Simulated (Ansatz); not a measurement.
# AlH3O3: the cost of one run

All numbers below are computed with Ansatz 0.2.0 (RKS r2SCAN-D4/STO-3G).

### Step 1. The structure to begin with

Bond lengths: Al1–O2 1.780 Å, O2–H3 1.010 Å, Al1–O4 1.780 Å, O4–H5 1.010 Å, Al1–O6 1.780 Å, O6–H7 1.010 Å. Angles: Al1–O2–H3 109.5°, O2–Al1–O4 120.0°, O2–Al1–O6 120.0°, O4–Al1–O6 120.0°, Al1–O4–H5 109.5°, Al1–O6–H7 109.5°.

Structure file:

```xyz
7

Al    0.0000    0.0000    0.0000
O     0.0000    0.0000    1.7800
H    -0.9095   -0.2814    2.1171
O     1.5415    0.0000   -0.8900
H     1.8414   -0.9519   -1.0449
O    -1.5415    0.0000   -0.8900
H    -2.0512   -0.8467   -0.6815
```

### Step 2. Preparing the start

input.yaml

```yaml
crystal:
  periodic: [false, false, false]
  atoms:
    - { symbol: Al, position_ang: [0.0, 0.0, 0.0] }
    - { symbol: O, position_ang: [0.0, 0.0, 1.78] }
    - { symbol: H, position_ang: [-0.9095, -0.2814, 2.1171] }
    - { symbol: O, position_ang: [1.5415, 0.0, -0.89] }
    - { symbol: H, position_ang: [1.8414, -0.9519, -1.0449] }
    - { symbol: O, position_ang: [-1.5415, 0.0, -0.89] }
    - { symbol: H, position_ang: [-2.0512, -0.8467, -0.6815] }
basis:
  gaussian: { orbitals: STO-3G }
hamiltonian:
  xc: r2scan
  dispersion: d4
relax:
  f_tol: 0.02
  max_steps: 40
output:
  orbitals: {}
```

Launch:

```
$ ansatz run input.yaml --threads 1 --pin off --max-ram 2048MiB --backend cpu --events-out ev --progress --plain --runs-dir out
```

Q: Estimate wall time and peak memory on 1 thread of Arm Neoverse V1, shared host.

About 27 s, with a peak of 0.12 GiB.
